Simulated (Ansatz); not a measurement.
**AsH₂+ (singlet): wave-function methods side by side at angle H2–As1–H3 = 180.0°, cc-pVDZ**

The task here is to estimate one member of a computed series from the others.

Computed with Ansatz 0.2.0, Gaussian basis. Level: cc-pVDZ, core rule «outside noble gas», up to 14 orbitals frozen.

To be run: UHF; CCSD(T) on RHF; CCSD(T) on UHF; BCCD(T) on RHF; CISD; CCSDT(Q) on RHF; CCSDT(Q) on UHF; CCSDTQ on RHF; CASSCF and MRCISD+Q, 2 electrons in 2 orbitals; CASSCF and NEVPT2, 2 electrons in 2 orbitals; CASSCF and MRCISD+Q, 6 electrons in 6 orbitals; CASSCF and NEVPT2, 6 electrons in 6 orbitals; Full CI.

11 further runs of the same task are left out: 8 that didn't finish, 3 set aside as unsound or not needed.

### The geometry

The geometry derives from a PBE0/def2-TZVP stationary point (not a proven minimum). One angle is set to the value named; bond lengths are kept. No spin-orbit coupling is included. The filled d shell of As may be among the frozen orbitals whatever the setting's name suggests; the logs give the count.

3 atoms, charge 1, spin multiplicity 1.

Atoms are counted from 1 here; the program's logs count them from 0.

Bond lengths: As1–H2 1.530 Å, As1–H3 1.530 Å. Angles: H2–As1–H3 180.0°.

Geometry (Å):

```
As    0.0000    0.0000    0.0000
H     0.0000    0.0000    1.5299
H     0.0000    0.0000   -1.5299
```

Set-up of the first run:

in.yaml reads:

```yaml
crystal:
  periodic: [false, false, false]
  atoms:
    - {symbol: As, position_ang: [0.000000, 0.000000, 0.000000]}
    - {symbol: H, position_ang: [0.000000, 0.000000, 1.529949]}
    - {symbol: H, position_ang: [0.000000, 0.000000, -1.529949]}
basis:
  gaussian: {orbitals: cc-pVDZ}
total_charge: 1
magnetization: {spin_polarized: true, initial_magnetization: 0}
hamiltonian: {xc: hf}
output: {orbitals: {seedname: orbitals}}
```

The run is started by

```console
$ ansatz run in.yaml --threads 1 --pin off --events-out ev --progress --plain --max-ram 2393MiB
```

Among the steps run: UHF; CCSD(T) on RHF; CCSD(T) on UHF; BCCD(T) on RHF; CISD; CCSDT(Q) on RHF; CCSDT(Q) on UHF; CCSDTQ on RHF; CASSCF and MRCISD+Q, 2 electrons in 2 orbitals; CASSCF and NEVPT2, 2 electrons in 2 orbitals; CASSCF and MRCISD+Q, 6 electrons in 6 orbitals; CASSCF and NEVPT2, 6 electrons in 6 orbitals; Full CI.

One of the session's tables, all rows but one given; the rest of the session is left out.

```
          method  from FCI (kJ/mol)
             RHF             +357.8
            RMP2             +117.7
            CISD              +56.3
           RCCSD              +32.6
        RCCSD(T)              +13.7
         BCCD(T)              +13.8
          RCCSDT               +1.2
       RCCSDT(Q)               -0.6
         RCCSDTQ                0.0
     CASSCF pair             +298.2
     NEVPT2 pair              +66.0
     MRCISD pair              +16.9
   MRCISD+Q pair               -3.7
  CASSCF valence             +204.0
  NEVPT2 valence                  ?
  MRCISD valence               +7.0
MRCISD+Q valence               -2.4
             FCI                  0
```

**Question.** Estimate the row for NEVPT2 valence.

**Answer.** from FCI (kJ/mol): +47.9. In the column «from FCI (kJ/mol)» it lies between RCCSD (+32.6) and CISD (+56.3).

Among the levels timed on like hardware and quicker than the yardstick, those that no quicker one beats, quickest first: CISD (0.48 s, +56.3 kJ/mol); MRCISD+Q pair (0.69 s, -3.7 kJ/mol); RCCSDT(Q) (1.4 s, -0.6 kJ/mol). Runs this short are mostly start-up, so their order is noise.

Left out of the table: UHF, UMP2, UCCSD, UCCSD(T), UCCSDT, UCCSDT(Q) (another determinant or state than the rows shown).

Caveats from the session: The report flags that the cluster equations may have other roots. The yardstick is full CI for this spin, exact in this basis with these frozen cores. The program flags RCCSDT(Q), RCCSDTQ as in doubt, so those rows may rest on another solution; read them beside their warnings. RCCSDT(Q), MRCISD+Q pair, MRCISD+Q valence fall below full CI, which methods that aren't variational can do. With 2.0 effectively unpaired electrons against 0 the state is strongly multireference. Of the multireference levels listed MRCISD+Q valence comes nearest in total energy (-2.4 kJ/mol), which doesn't show that its space is the better one. Warnings in the runs' records: large difference, other roots.
